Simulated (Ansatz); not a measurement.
**CHClFNO₂Zr: basis-set convergence**

The task here is to estimate one member of a computed series from the others.

Method: one geometry, several basis sets; program: Ansatz 0.2.0, Gaussian basis.

Levels to be run: PBE0-D4/def2-SVP; ωB97M-V/def2-SVP; PBE0-D4/def2-QZVPP; ωB97M-V/def2-QZVPP; the functionals' def2-TZVPP values are taken from earlier runs.

**The geometry**

An earlier PBE0-D4 in a triple-zeta def2 set relaxation fixed the geometry. Zr takes the def2 core potential; no spin-orbit term is included.

SMILES `O=C=[N][Zr]([OH])([F])[Cl]`, 8 atoms, charge 0, spin multiplicity 1.

Atoms are counted from 1 here; the program's logs count them from 0.

Bond lengths: O1–C2 1.163 Å, C2–N3 1.203 Å, N3–Zr4 2.031 Å, Zr4–O5 1.889 Å, Zr4–F6 1.895 Å, Zr4–Cl7 2.350 Å, O5–H8 0.953 Å. Angles: O1–C2–N3 179.8°, C2–N3–Zr4 176.8°, N3–Zr4–O5 109.6°, N3–Zr4–F6 109.1°, N3–Zr4–Cl7 109.4°, O5–Zr4–F6 109.1°, O5–Zr4–Cl7 109.9°, F6–Zr4–Cl7 109.7°, Zr4–O5–H8 178.1°.

Geometry (Å):

```mol
CHClFNO2Zr
  3D, bonds by distance, orders not assigned

  8  7  0  0  0  0  0  0  0  0999 V2000
   -1.9859   -2.6543    1.3163 O   0  0
   -1.2863   -1.7795    1.0039 C   0  0
   -0.5611   -0.8745    0.6845 N   0  0
    0.6161    0.6508    0.0417 Zr  0  0
    0.0904    1.1666   -1.6982 O   0  0
    0.4154    2.1260    1.2146 F   0  0
    2.8603   -0.0475    0.0250 Cl  0  0
   -0.1490    1.4124   -2.5878 H   0  0
  1  2  8  0
  2  3  8  0
  3  4  8  0
  4  5  8  0
  4  6  8  0
  4  7  8  0
  5  8  8  0
M  END
```

The first run:

Input file in.yaml:

```yaml
crystal:
  periodic: [false, false, false]
  atoms:
    - {symbol: O, position_ang: [-1.985882, -2.654269, 1.316304]}
    - {symbol: C, position_ang: [-1.286305, -1.779529, 1.003947]}
    - {symbol: N, position_ang: [-0.561100, -0.874498, 0.684490]}
    - {symbol: Zr, position_ang: [0.616105, 0.650765, 0.041728]}
    - {symbol: O, position_ang: [0.090396, 1.166574, -1.698247]}
    - {symbol: F, position_ang: [0.415383, 2.126047, 1.214593]}
    - {symbol: Cl, position_ang: [2.860347, -0.047501, 0.024985]}
    - {symbol: H, position_ang: [-0.148955, 1.412412, -2.587800]}
basis:
  gaussian: {orbitals: def2-SVP}
hamiltonian: {xc: pbe0, dispersion: d4}
output: {orbitals: {seedname: orbitals}}
```

Started as:

```bash
$ ansatz run in.yaml --threads 2 --pin off --events-out ev --progress --plain --max-ram 32768MiB --backend cpu
```

Steps of the session up to this table: PBE0-D4 in def2-SVP; ωB97M-V in def2-SVP; PBE0-D4 in def2-QZVPP; ωB97M-V in def2-QZVPP.

One of the session's tables, all rows but one given; the rest of the session is left out.

It belongs to the step «Functionals by basis». 

```
functional       basis  HOMO (eV)  LUMO (eV)
   PBE0-D4    def2-SVP      -8.86      -1.63
   PBE0-D4  def2-TZVPP          ?          ?
   PBE0-D4  def2-QZVPP      -8.98      -1.79
   ωB97M-V    def2-SVP     -11.02       0.50
   ωB97M-V  def2-TZVPP     -11.16       0.31
   ωB97M-V  def2-QZVPP     -11.19       0.18
```

Q: Estimate the row for PBE0-D4, def2-TZVPP from the others.

The run gave: HOMO (eV): -8.96; LUMO (eV): -1.77. In the column «HOMO (eV)» it lies between PBE0-D4, def2-QZVPP (-8.98) and PBE0-D4, def2-SVP (-8.86).
